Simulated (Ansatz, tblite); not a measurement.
# In4N4 zinc blende hole disc (In₄N₄H₁₆): one state, many levels

The task here is to estimate one member of a computed series from the others.

The runs use Ansatz 0.2.0, Gaussian basis; as each input shows.

Levels to be run: GFN1-xTB, GFN2-xTB, PBE-D4/def2-TZVP, r2SCAN-D4/def2-TZVP, ωB97X-V/def2-TZVP, B2PLYP/def2-TZVP, PBE-QIDH/def2-TZVP, PBE-D4/def2-SVP, PBE0-D4/def2-SVP, CCSD(T)/def2-SVP, MP2/def2-TZVP, RPA/def2-TZVP.

2 further runs of the same task are left out: 2 set aside as unsound or not needed.

### The geometry

The singlet was relaxed beforehand with r2SCAN-D4/def2-SVP.

24 atoms, charge 0, spin multiplicity 1.

Bond lengths: N1–In5 2.235 Å, N1–In7 2.235 Å, N1–H9 1.026 Å, N1–H10 1.024 Å, N2–In6 2.235 Å, N2–In8 2.235 Å, N2–H11 1.026 Å, N2–H12 1.024 Å, N3–In5 2.235 Å, N3–In6 2.235 Å, N3–H13 1.026 Å, N3–H14 1.024 Å, N4–In7 2.235 Å, N4–In8 2.235 Å, N4–H15 1.024 Å, N4–H16 1.026 Å, In5–H17 1.728 Å, In5–H18 1.727 Å and more. Angles: In5–N1–In7 121.5°, In5–N1–H9 104.4°, In5–N1–H10 110.7°, In7–N1–H9 104.5°, In7–N1–H10 110.7°, H9–N1–H10 103.0°, In6–N2–In8 121.7°, In6–N2–H11 104.3°, In6–N2–H12 110.8°, In8–N2–H11 104.3°, In8–N2–H12 110.7°, H11–N2–H12 103.0°, In5–N3–In6 121.7°, In5–N3–H13 104.2°, In5–N3–H14 110.8°, In6–N3–H13 104.2°, In6–N3–H14 110.8°, H13–N3–H14 103.0° and more.

Coordinates:

```xyz
24
H16In4N4
N    -1.3190    1.3107   -1.0877
N     1.3261   -1.3136   -1.0873
N    -1.3165   -1.3244    1.0896
N     1.3077    1.3202    1.0855
In   -2.7580    0.0000    0.0104
In    0.0074   -2.7561   -0.0031
In   -0.0045    2.7609   -0.0088
In    2.7593    0.0121    0.0014
H    -1.9120    1.8971   -1.6858
H    -0.7775    0.7653   -1.7644
H     1.9246   -1.9083   -1.6716
H     0.7902   -0.7790   -1.7770
H    -1.9124   -1.9256    1.6700
H    -0.7826   -0.7926    1.7829
H     0.7618    0.7745    1.7585
H     1.8928    1.9105    1.6875
H    -3.4932   -1.0278   -1.1676
H    -3.4677    1.0332    1.1990
H    -1.0194   -3.4777   -1.1902
H     1.0385   -3.4790    1.1796
H     1.0265    3.4771   -1.1956
H    -1.0357    3.4901    1.1698
H     3.4777    1.0458   -1.1817
H     3.4861   -1.0133    1.1867
```

In takes a core potential in the def2 sets. No spin-orbit coupling is included.

PBE0-D4/def2-TZVP was run before; its log isn't repeated, and its numbers join the tables.

The first run:

Tight binding, by tblite at 300 K electronic temperature and without a spin-polarisation term:

```python
tblite.interface.Calculator('GFN1-xTB', numbers, positions, charge=0, uhf=0).singlepoint()
```

Tight binding, by tblite at 300 K electronic temperature and without a spin-polarisation term:

```python
tblite.interface.Calculator('GFN2-xTB', numbers, positions, charge=0, uhf=0).singlepoint()
```

start.molden holds the orbitals of an earlier run on this state, given as this run's starting guess.

in.yaml

```yaml
crystal:
  periodic: [false, false, false]
  atoms:
    - {symbol: N, position_ang: [-1.319034, 1.310682, -1.087728]}
    - {symbol: N, position_ang: [1.326102, -1.313586, -1.087321]}
    - {symbol: N, position_ang: [-1.316542, -1.324409, 1.089631]}
    - {symbol: N, position_ang: [1.307696, 1.320203, 1.085495]}
    - {symbol: In, position_ang: [-2.758028, -0.000009, 0.010375]}
    - {symbol: In, position_ang: [0.007429, -2.756092, -0.003055]}
    - {symbol: In, position_ang: [-0.004471, 2.760880, -0.008831]}
    - {symbol: In, position_ang: [2.759348, 0.012091, 0.001407]}
    - {symbol: H, position_ang: [-1.911991, 1.897105, -1.685828]}
    - {symbol: H, position_ang: [-0.777486, 0.765265, -1.764402]}
    - {symbol: H, position_ang: [1.924611, -1.908281, -1.671597]}
    - {symbol: H, position_ang: [0.790161, -0.779014, -1.776981]}
    - {symbol: H, position_ang: [-1.912385, -1.925642, 1.669967]}
    - {symbol: H, position_ang: [-0.782577, -0.792566, 1.782939]}
    - {symbol: H, position_ang: [0.761772, 0.774544, 1.758466]}
    - {symbol: H, position_ang: [1.892831, 1.910508, 1.687470]}
    - {symbol: H, position_ang: [-3.493242, -1.027785, -1.167596]}
    - {symbol: H, position_ang: [-3.467694, 1.033213, 1.199041]}
    - {symbol: H, position_ang: [-1.019421, -3.477709, -1.190161]}
    - {symbol: H, position_ang: [1.038451, -3.479025, 1.179596]}
    - {symbol: H, position_ang: [1.026460, 3.477102, -1.195599]}
    - {symbol: H, position_ang: [-1.035713, 3.490090, 1.169753]}
    - {symbol: H, position_ang: [3.477664, 1.045751, -1.181697]}
    - {symbol: H, position_ang: [3.486069, -1.013328, 1.186655]}
basis:
  gaussian: {orbitals: def2-TZVP, fitting: {mean_field: def2-universal-jkfit}, initial_orbitals: start.molden}
hamiltonian: {xc: pbe, dispersion: d4}
scf: {omitted_lower_state_checks: [starts]}
output: {orbitals: {seedname: orbitals}}
```

On the command line:

```console
$ ansatz run in.yaml --threads 2 --pin off --events-out ev --progress --plain --max-ram 22528MiB --backend cuda --devices 0, --max-vram 18GiB
```

Among the steps run: PBE-D4/def2-TZVP; r2SCAN-D4/def2-TZVP; ωB97X-V/def2-TZVP; B2PLYP/def2-TZVP; PBE-QIDH/def2-TZVP; PBE-D4/def2-SVP; PBE0-D4/def2-SVP; CCSD(T)/def2-SVP; MP2/def2-TZVP; RPA/def2-TZVP.

One table of the session follows, with a row left open; its other results are not shown here.

It belongs to the step «Binding energy». 

```
             method  binding an atom (eV)
        HF/def2-SVP                 1.883
       HF/def2-TZVP                 1.881
    PBE-D4/def2-SVP                 2.808
   PBE-D4/def2-TZVP                 2.812
r2SCAN-D4/def2-TZVP                 2.792
   PBE0-D4/def2-SVP                 2.768
  PBE0-D4/def2-TZVP                 2.773
  ωB97X-V/def2-TZVP                 2.848
       MP2/def2-SVP                 2.626
      MP2/def2-TZVP                     ?
      CCSD/def2-SVP                 2.609
   CCSD(T)/def2-SVP                 2.638
```

Estimate the missing values for MP2/def2-TZVP.

The run gave: binding an atom (eV): 2.665. In the column «binding an atom (eV)» it lies between CCSD(T)/def2-SVP (2.638) and PBE0-D4/def2-SVP (2.768).

To keep in mind: Free atoms were run apart at each level; binding is atoms less cluster, divided by the number of atoms, without zero-point or spin-orbit terms.
